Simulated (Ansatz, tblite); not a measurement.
# The cluster Li₈H₈: isomers from a random search

An exercise on one series of results from a longer session: the logs are not shown, and one member is left open.

The runs use Ansatz 0.2.0, Gaussian basis; relaxed with r2SCAN-D4/def2-SVP, singlet.

1 further run of the same task is left out (it didn't finish).

### The system as given

16 atoms, charge 0, spin multiplicity 1.

Atoms are counted from 1 here; the program's logs count them from 0.

Bond lengths: Li1–Li2 2.858 Å, Li1–Li5 2.401 Å, Li1–Li8 2.433 Å, Li1–H11 1.882 Å, Li1–H12 1.789 Å, Li1–H14 1.806 Å, Li2–Li3 2.870 Å, Li2–Li5 2.435 Å, Li2–Li7 2.870 Å, Li2–H12 1.835 Å, Li2–H13 1.907 Å, Li2–H15 1.797 Å, Li3–Li4 2.432 Å, Li3–Li6 2.842 Å, Li3–Li8 2.866 Å, Li3–H9 1.828 Å, Li3–H14 1.792 Å, Li3–H15 1.905 Å and more. Angles: Li2–Li1–Li5 54.3°, Li2–Li1–Li8 82.4°, Li2–Li1–H11 94.4°, Li2–Li1–H12 38.5°, Li2–Li1–H14 86.0°, Li5–Li1–Li8 72.5°, Li5–Li1–H11 47.5°, Li5–Li1–H12 50.9°, Li5–Li1–H14 115.1°, Li8–Li1–H11 48.1°, Li8–Li1–H12 113.2°, Li8–Li1–H14 50.9°, H11–Li1–H12 97.8°, H11–Li1–H14 98.0°, H12–Li1–H14 123.1°, Li1–Li2–Li3 65.9°, Li1–Li2–Li5 53.2°, Li1–Li2–Li7 95.0° and more.

A search from random starts with GFN1-xTB found 16 distinct shapes; 3 go on here. The structure above is candidate A, which lies 0.00 eV above the lowest at that level; B lies 0.30 eV above the lowest at that level; C lies 2.06 eV above the lowest at that level.

The first run:

Input file in.yaml:

```yaml
crystal:
  periodic: [false, false, false]
  atoms:
    - {symbol: Li, position_ang: [1.441920, 0.829220, -2.007250]}
    - {symbol: Li, position_ang: [-0.150910, 1.881030, 0.119430]}
    - {symbol: Li, position_ang: [-1.360950, -0.314670, -1.277210]}
    - {symbol: Li, position_ang: [-2.450940, -0.058420, 0.881550]}
    - {symbol: Li, position_ang: [2.225180, 1.355020, 0.200950]}
    - {symbol: Li, position_ang: [-1.210420, -2.109550, 0.921650]}
    - {symbol: Li, position_ang: [0.219380, -0.376950, 1.851930]}
    - {symbol: Li, position_ang: [1.296660, -1.203400, -0.678390]}
    - {symbol: H, position_ang: [-2.354750, -1.511980, -0.318440]}
    - {symbol: H, position_ang: [0.577070, -1.923790, 0.793130]}
    - {symbol: H, position_ang: [2.673720, -0.014120, -0.861050]}
    - {symbol: H, position_ang: [1.196120, 2.319040, -1.047270]}
    - {symbol: H, position_ang: [0.980230, 1.209420, 1.499630]}
    - {symbol: H, position_ang: [0.224620, -0.502250, -2.091020]}
    - {symbol: H, position_ang: [-1.783040, 1.208580, -0.214520]}
    - {symbol: H, position_ang: [-1.523890, -0.787180, 2.226870]}
basis:
  gaussian: {orbitals: def2-SVP}
hamiltonian: {xc: r2scan, dispersion: d4}
scf: {lower_state_search: "off"}
output: {orbitals: {seedname: orbitals}}
relax: {f_tol: 0.02, max_steps: 100}
```

Run with:

```sh
$ ansatz run in.yaml --threads 4 --pin off --events-out ev --progress --plain --max-ram 3916MiB
```

Among the steps run: Relaxing candidate A; Relaxing candidate B; Relaxing candidate C; Candidate B, PBE0-D4/def2-TZVP; Candidate B, PBE-D4/def2-TZVP; Candidate B, r2SCAN-D4/def2-TZVP; Candidate B, CAM-B3LYP-D4/def2-TZVP; Candidate B, LDA/def2-TZVP; Candidate B, CCSD(T)/def2-TZVP; Candidate C, PBE0-D4/def2-TZVP; Candidate C, PBE-D4/def2-TZVP; Candidate C, r2SCAN-D4/def2-TZVP; Candidate C, CAM-B3LYP-D4/def2-TZVP; Candidate C, LDA/def2-TZVP; Candidate C, CCSD(T)/def2-TZVP.

One of the session's tables, all rows but one given; the rest of the session is left out.

| method | C above A (eV) |
| --- | --- |
| GFN1-xTB | 2.066 |
| HF/def2-TZVP | 2.659 |
| LDA/def2-TZVP | 2.318 |
| PBE-D4/def2-TZVP | 2.224 |
| r2SCAN-D4/def2-TZVP | ? |
| PBE0-D4/def2-TZVP | 2.357 |
| CAM-B3LYP-D4/def2-TZVP | 2.855 |
| MP2/def2-TZVP | 2.520 |
| CCSD/def2-TZVP | 2.416 |
| CCSD(T)/def2-TZVP | 2.361 |

**Question.** Estimate the row for r2SCAN-D4/def2-TZVP.

The run gave: C above A (eV): 2.449. In the column «C above A (eV)» it lies between CCSD/def2-TZVP (2.416) and MP2/def2-TZVP (2.520).

Among the levels timed on like hardware and quicker than the yardstick, those that no quicker one beats, quickest first: GFN1-xTB (0.013 s, -0.295 eV); LDA/def2-TZVP (1.9 s, -0.042 eV); PBE0-D4/def2-TZVP (3.9 s, -0.004 eV).

Times add the two runs; a level without a time comes out of a correlated run. The closed-shell reference under CCSD(T)/def2-TZVP is unstable towards broken spin symmetry, which adds to the doubt on it.

To keep in mind: CCSD(T)/def2-TZVP isn't at the basis-set limit; small misses against it rank nothing. A random search of this size may have missed the true lowest shape. Only singlets are compared; another spin may lie lower and prefer another shape.
